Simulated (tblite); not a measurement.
# CH3BOS (SMILES B1OCS1): GFN1-xTB

Aim: a geometry optimisation of CH3BOS. The job is set up through a Python script.

The calculation is run with tblite 0.8.0.

32 further runs of the same task are left out: 32 set aside as unsound or not needed.

### 1 Starting point

The species is CH3BOS (7 atoms), meant as a singlet with charge 0. SMILES: `B1OCS1`. The coordinates come from a GFN2-xTB relaxation. The run starts from this shape.

Bond lengths: B1–O2 1.356 Å, O2–C3 1.402 Å, B1–S4 1.803 Å, C3–S4 1.833 Å, B1–H5 1.159 Å, C3–H6 1.091 Å, C3–H7 1.090 Å. Some angles: B1–O2–C3 96.9°, O2–B1–S4 98.5°, O2–C3–S4 95.4°, B1–S4–C3 69.2°, O2–B1–H5 127.7°, S4–B1–H5 133.8°, O2–C3–H6 112.2°, O2–C3–H7 112.1°, S4–C3–H6 112.5°, S4–C3–H7 112.4°.

### 2 A geometry optimisation at GFN1-xTB

Contents of geom.xyz:

```xyz
7

B     -0.989280     0.452440    -0.464880
O     -0.314920     0.577220     0.705090
C      0.727880    -0.307040     0.393190
S      0.107670    -0.722890    -1.280700
H     -1.973850     0.979800    -0.775820
H      1.696940     0.192610     0.366340
H      0.745570    -1.172140     1.056780
```

Contents of run.py:

```python
import json
import numpy as np
from tblite.interface import Calculator
from tblite.interface import symbols_to_numbers
from scipy.optimize import minimize

symbols = list(map(str, np.loadtxt("geom.xyz", skiprows=2, usecols=0, dtype=str, ndmin=1)))
numbers = np.array(symbols_to_numbers(symbols))
positions = np.loadtxt("geom.xyz", skiprows=2, usecols=(1, 2, 3), ndmin=2) / 0.529177210903

calculator = Calculator("GFN1-xTB", numbers, positions, charge=0, uhf=0)
calculator.set("verbosity", 0)
calculator.set("accuracy", 0.01)
last, frames, energies, grads = [None], [], [], []

def fun(x):
    calculator.update(x.reshape(-1, 3))
    last[0] = calculator.singlepoint(last[0])
    return float(last[0].get('energy')), last[0].get('gradient').ravel()

def show(x):
    e, g = fun(x)
    frames.append(x.reshape(-1, 3).tolist())
    energies.append(e)
    grads.append(g.reshape(-1, 3).tolist())
    print(f"{len(energies) - 1:4d} {e:16.9f} {np.abs(g).max():12.3e} {np.linalg.norm(g):12.3e}")

print("step      energy/Eh       max grad     grad norm")
show(positions.ravel())
opt = minimize(fun, positions.ravel(), jac=True, method="BFGS", callback=show, options={"gtol": 3e-05, "maxiter": 500})
print("converged:", opt.success, "-", opt.message)
fun(opt.x)
wfn = last[0]
final = opt.x.reshape(-1, 3)
print("final geometry (angstrom)")
for s, p in zip(symbols, final * 0.529177210903):
    print(f"{s:<2} {p[0]:12.6f} {p[1]:12.6f} {p[2]:12.6f}")
print(f"Energy: {wfn.get('energy'):.8f} Eh")
eps = np.atleast_2d(wfn.get("orbital-energies")) * 27.211386
occ = np.atleast_2d(wfn.get("orbital-occupations"))
filled = occ.sum(axis=0) if eps.shape[0] == 1 else occ[0]
homo = np.nonzero(filled > 0.5)[0].max()
print("  MO   occupation   energy/eV")
for i in range(max(0, homo - 4), min(eps.shape[1], homo + 5)):
    print(f"{i + 1:4d} {filled[i]:10.4f} {eps[0, i]:12.4f}")
mu = wfn.get("dipole") * 2.541746
print(f"Dipole moment: {np.linalg.norm(mu):.4f} D, components " + " ".join(f"{c:.4f}" for c in mu))
q = wfn.get("charges")
print("Charges:", " ".join(f"{s}{i + 1}={c:+.4f}" for i, (s, c) in enumerate(zip(symbols, q))))
out = {k: np.asarray(wfn.get(k)).tolist() for k in ("energy", "gradient", "charges", "dipole", "orbital-energies", "orbital-occupations")}
out.update(symbols=symbols, positions=(positions * 0.529177210903).tolist(), final=final.tolist(), frames=frames, step_energies=energies, grads=grads, success=bool(opt.success))
json.dump(out, open("results.json", "w"))
```

Started as:

```sh
$ python run.py
```

Q: Predict the results. Wanted: total energy at the end; dipole moment; HOMO energy; LUMO energy; HOMO–LUMO gap.

Computed results:

Level: GFN1-xTB.

| quantity | value |
| --- | --- |
| total energy at the end | -13.56072 Eh |
| dipole moment | 1.10 D |
| HOMO energy | -11.46 eV |
| LUMO energy | -5.99 eV |
| HOMO–LUMO gap | 5.46 eV |

In words: At the final geometry: Bond lengths: B1–O2 1.382 Å, O2–C3 1.418 Å, B1–S4 1.803 Å, C3–S4 1.825 Å, B1–H5 1.174 Å, C3–H6 1.093 Å, C3–H7 1.093 Å. Some angles: B1–O2–C3 96.7°, O2–B1–S4 97.6°, O2–C3–S4 95.3°, B1–S4–C3 70.4°, O2–B1–H5 125.4°, S4–B1–H5 137.0°, O2–C3–H6 111.3°, O2–C3–H7 111.3°, S4–C3–H6 113.7°, S4–C3–H7 113.7°. The optimisation took 18 steps and changed the energy by -0.026 eV. Mulliken charges run from -0.47 on O2 to +0.41 on B1.
